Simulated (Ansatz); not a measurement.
NbTe in Ansatz: the effect of functional

Crystal: NbTe.

```
Te Nb
1.0
     3.65293    0.00000    0.00000
    -1.82646    3.16353    0.00000
     0.00000    0.00000    3.64428
Te Nb
1 1
Cartesian
  1.8265 1.0545 0.0000
  0.0000 0.0000 1.8221
```

The cell comes from a database or a generator and needn't be the stable form of this composition.

The cell isn't the ideal one: volume scaled by 0.96.

Alike in all runs:

```yaml
Program: Ansatz 0.2.0
Task: single point
Potentials_or_basis: Ansatz PAW
k_mesh: 8 × 8 × 7
Occupations: fermi-dirac, width 0.05 eV
Spin: no spin polarisation
```

```csv
functional,cutoff,pressure (GPa)
LDA,420 eV (not typed: the program's choice for these potentials),-2.7
PBEsol,420 eV (not typed: the program's choice for these potentials),?
r2SCAN,500 eV (not typed: the program's choice for these potentials),4.0
```

**Question.** What does the run with functional PBEsol give?

**Answer.** Pressure -0.2 GPa.

Caveats: the PAW data sets come from PBE, with cores solved anew for the run's functional, which leaves a small shift of forces and pressure.
